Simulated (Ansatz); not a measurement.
This script makes a convergence test of the plane-wave cutoff of HfB2, space group P6/mmm with Ansatz's Python interface.

The script reads `POSCAR_hfb2`:
```text
HfB2
1.0
   3.14000000    0.00000000    0.00000000
  -1.57000000    2.71931977    0.00000000
   0.00000000    0.00000000    3.48000000
Hf B
1 2
Direct
   0.00000000    0.00000000    0.00000000
   0.33333333    0.66666667    0.50000000
   0.66666667    0.33333333    0.50000000
```

Script `hfb2_ecut.py`:
```python
'''Cutoff test for HfB2.'''

from dataclasses import dataclass
import warnings

import ansatz as az
from ase.io import read
import matplotlib.pyplot as plt


@dataclass(frozen=True)
class RunConfig:
    smearing: str = 'cold'
    kgrid: tuple[int, ...] = (10, 10, 8)
    extra_bands: int = 8
    xc: str = 'LDA'


settings = RunConfig()

warnings.simplefilter('ignore', az.DeckWarning)

atoms = read('POSCAR_hfb2', format='vasp')
cell = az.Crystal.from_ase(atoms)

setup = (
    cell.calculation()
    .occupations(settings.smearing)
    .kpoints(*settings.kgrid, center='gamma')
    .scf(extra_bands=settings.extra_bands)
    .functional(settings.xc)
)

rows = []
for value in [250, 300, 350, 400, 450]:
    report = setup.basis(value).run().report
    rows.append((value, report['free_energy_ev'] / len(report['lattice']['sites']), report['n_iterations'], report['n_pw']))

print(' cutoff (eV)   F/atom (eV)    iterations   plane waves')
for row in rows:
    print(f'{str(row[0]):>12s}  {row[1]:12.5f}  {row[2]:12d}  {row[3]:12d}')

# the last row is the reference
for row in rows[:-1]:
    shift = 1000 * (row[1] - rows[-1][1])
    print(f'{row[0]}: {shift:+.2f} meV/atom' + ('  (within 5 meV)' if abs(shift) < 5 else ''))
plt.figure(figsize=(4.5, 3))
plt.plot([str(row[0]) for row in rows], [1000 * (row[1] - rows[-1][1]) for row in rows], 'o-')
plt.xlabel('cutoff (eV)')
plt.ylabel('F - F(last) (meV/atom)')
plt.tight_layout()
plt.savefig('ecut.png', dpi=100)
```

How fast does the energy converge with the cutoff (threshold 5 meV an atom)?

From 400 eV on it stays within 5 meV an atom of the value at 450 eV; the first row (250 eV) is off by 444.3 meV and the last but one by 1.96 meV. The energy falls steadily, as expected when plane waves are added.

The run itself:

```console
$ python hfb2_ecut.py
 cutoff (eV)   F/atom (eV)    iterations   plane waves
         250   -5259.44109             6           243
         300   -5259.81208             6           363
         350   -5259.87390             6           443
         400   -5259.88344             6           563
         450   -5259.88540             6           649
250: +444.31 meV/atom
300: +73.32 meV/atom
350: +11.50 meV/atom
400: +1.96 meV/atom  (within 5 meV)
```

What to keep in mind:
- No spin polarisation was allowed.
- The mesh is modest for a metal, so energies can be off by several to tens of meV an atom and pressures by half a GPa or more; differences at equal mesh fare better.
- Spin-orbit coupling, which matters for elements this heavy, is left out.
- The starting cell is as deposited in a crystallographic database; the results hold for this polymorph, which needn't be the stable one.
- Shifts are counted from the last row, which is itself no proven limit.
- The script silences the warnings on its input, which a real study should read.
- The whole script took 9.1 s on 1 thread of Intel(R) Xeon(R) Processor @ 2.30GHz, with other jobs on the host, peak memory 0.61 GiB.
